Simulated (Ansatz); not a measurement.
# C3H8O2Si: the cost of one run

Method: RKS BHLYP/STO-3G, in Ansatz 0.2.0.

## (1) Starting point

Bond lengths: C1–Si2 1.835 Å, Si2–C3 1.865 Å, C3–O4 1.169 Å, Si2–C5 1.901 Å, C5–O6 1.447 Å, C1–H7 1.130 Å, C1–H8 1.043 Å, C1–H9 1.146 Å, Si2–H10 1.502 Å, C3–H11 1.140 Å, C5–H12 1.075 Å, C5–H13 1.114 Å, O6–H14 0.943 Å. Angles (14 of 22 angles, heavy atoms first): C1–Si2–C3 110.7°, C1–Si2–C5 108.2°, C3–Si2–C5 110.4°, Si2–C3–O4 120.4°, Si2–C5–O6 115.1°, C1–Si2–H10 110.1°, C3–Si2–H10 108.8°, C5–Si2–H10 108.6°, Si2–C1–H7 109.7°, Si2–C1–H8 114.2°, Si2–C1–H9 108.0°, Si2–C3–H11 117.0°, O4–C3–H11 122.3°, Si2–C5–H12 109.7°.

As a file:

```xyz
14

C    -1.5106   -0.2276   -1.1365
Si   -0.4439    0.2978    0.2612
C    -0.5928   -0.8941    1.6881
O    -1.0327   -1.9642    1.5205
C     1.3516    0.3703   -0.3583
O     2.3231    0.7998    0.6245
H    -1.4534    0.5367   -1.9669
H    -1.2576   -1.1547   -1.5418
H    -2.5997   -0.1949   -0.7820
H    -0.8434    1.6671    0.7302
H    -0.1340   -0.5736    2.6810
H     1.6607   -0.6041   -0.6902
H     1.3573    1.1049   -1.1958
H     3.1624    0.8074    0.1950
```

## (2) Preparing the start

File input.yaml:

```yaml
crystal:
  periodic: [false, false, false]
  atoms:
    - { symbol: C, position_ang: [-1.5106, -0.2276, -1.1365] }
    - { symbol: Si, position_ang: [-0.4439, 0.2978, 0.2612] }
    - { symbol: C, position_ang: [-0.5928, -0.8941, 1.6881] }
    - { symbol: O, position_ang: [-1.0327, -1.9642, 1.5205] }
    - { symbol: C, position_ang: [1.3516, 0.3703, -0.3583] }
    - { symbol: O, position_ang: [2.3231, 0.7998, 0.6245] }
    - { symbol: H, position_ang: [-1.4534, 0.5367, -1.9669] }
    - { symbol: H, position_ang: [-1.2576, -1.1547, -1.5418] }
    - { symbol: H, position_ang: [-2.5997, -0.1949, -0.782] }
    - { symbol: H, position_ang: [-0.8434, 1.6671, 0.7302] }
    - { symbol: H, position_ang: [-0.134, -0.5736, 2.681] }
    - { symbol: H, position_ang: [1.6607, -0.6041, -0.6902] }
    - { symbol: H, position_ang: [1.3573, 1.1049, -1.1958] }
    - { symbol: H, position_ang: [3.1624, 0.8074, 0.195] }
basis:
  gaussian: { orbitals: STO-3G }
hamiltonian:
  xc: { name: BHLYP }
relax:
  f_tol: 0.02
  max_steps: 40
scf:
  lower_state_search: "off"
```

The run is started by

```
> ansatz run input.yaml --threads 1 --pin off --max-ram 2048MiB --backend cpu --events-out ev --progress --plain --runs-dir out
```

**Question.** How long does this run take on 1 thread of Arm Neoverse V1, shared host, and how much memory does it need?

About 60 s, with a peak of 0.12 GiB.
